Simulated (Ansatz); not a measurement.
# C₂H₂Cl₃F₃OTi: small, medium and large basis sets

One table from this session's results is given with a row withheld; the runs are named, their logs left out.

The runs use Ansatz 0.2.0, Gaussian basis; one geometry, several basis sets.

Levels to be run: PBE0-D4/def2-SVP; ωB97M-V/def2-SVP; PBE0-D4/def2-QZVPP; ωB97M-V/def2-QZVPP; the functionals' def2-TZVPP values are taken from earlier runs.

## The relaxed structure

An earlier PBE0-D4 in a triple-zeta def2 set relaxation fixed the geometry.

SMILES `FC(F)(F)C[O][Ti]([Cl])([Cl])[Cl]`, 12 atoms, charge 0, spin multiplicity 1.

Atoms are counted from 1 here; the program's logs count them from 0.

Bond lengths: F1–C2 1.333 Å, C2–F3 1.336 Å, C2–F4 1.333 Å, C2–C5 1.519 Å, C5–O6 1.380 Å, C5–H11 1.094 Å, C5–H12 1.094 Å, O6–Ti7 1.738 Å, Ti7–Cl8 2.181 Å, Ti7–Cl9 2.181 Å, Ti7–Cl10 2.174 Å. Angles: F1–C2–F3 108.2°, F1–C2–F4 107.9°, F1–C2–C5 111.6°, F3–C2–F4 108.2°, F3–C2–C5 109.2°, F4–C2–C5 111.6°, C2–C5–O6 110.7°, C2–C5–H11 108.1°, C2–C5–H12 108.1°, O6–C5–H11 110.3°, O6–C5–H12 110.3°, H11–C5–H12 109.3°, C5–O6–Ti7 172.0°, O6–Ti7–Cl8 108.7°, O6–Ti7–Cl9 108.8°, O6–Ti7–Cl10 109.1°, Cl8–Ti7–Cl9 110.1°, Cl8–Ti7–Cl10 110.0° and more.

The first run:

The input, in.yaml:

```yaml
crystal:
  periodic: [false, false, false]
  atoms:
    - {symbol: F, position_ang: [0.190364, -0.730131, -2.055027]}
    - {symbol: C, position_ang: [-0.433609, -1.355174, -1.057261]}
    - {symbol: F, position_ang: [-1.343993, -2.179147, -1.584475]}
    - {symbol: F, position_ang: [0.468371, -2.091012, -0.408588]}
    - {symbol: C, position_ang: [-1.126682, -0.373609, -0.128543]}
    - {symbol: O, position_ang: [-0.211960, 0.492787, 0.434713]}
    - {symbol: Ti, position_ang: [1.110237, 1.445591, 1.037561]}
    - {symbol: Cl, position_ang: [1.234442, 1.178016, 3.198226]}
    - {symbol: Cl, position_ang: [0.738972, 3.541186, 0.560577]}
    - {symbol: Cl, position_ang: [2.954196, 0.780026, 0.097832]}
    - {symbol: H, position_ang: [-1.637229, -0.946341, 0.651300]}
    - {symbol: H, position_ang: [-1.866109, 0.182509, -0.712314]}
basis:
  gaussian: {orbitals: def2-SVP}
hamiltonian: {xc: pbe0, dispersion: d4}
output: {orbitals: {seedname: orbitals}}
```

On the command line:

```bash
> ansatz run in.yaml --threads 4 --pin off --events-out ev --progress --plain --max-ram 46080MiB --backend cpu
```

Steps of the session up to this table: PBE0-D4 in def2-SVP; ωB97M-V in def2-SVP; PBE0-D4 in def2-QZVPP; ωB97M-V in def2-QZVPP.

One of the session's tables, all rows but one given; the rest of the session is left out.

It belongs to the step «Density functionals: the series». 

| functional | basis | HOMO (eV) | LUMO (eV) |
| --- | --- | --- | --- |
| PBE0-D4 | def2-SVP | ? | ? |
| PBE0-D4 | def2-TZVPP | -9.29 | -3.21 |
| PBE0-D4 | def2-QZVPP | -9.32 | -3.24 |
| ωB97M-V | def2-SVP | -11.28 | -1.08 |
| ωB97M-V | def2-TZVPP | -11.47 | -1.09 |
| ωB97M-V | def2-QZVPP | -11.51 | -1.13 |

Q: Estimate the row for PBE0-D4, def2-SVP from the others.

The run gave: HOMO (eV): -9.17; LUMO (eV): -3.26. In the column «HOMO (eV)» it is the highest.
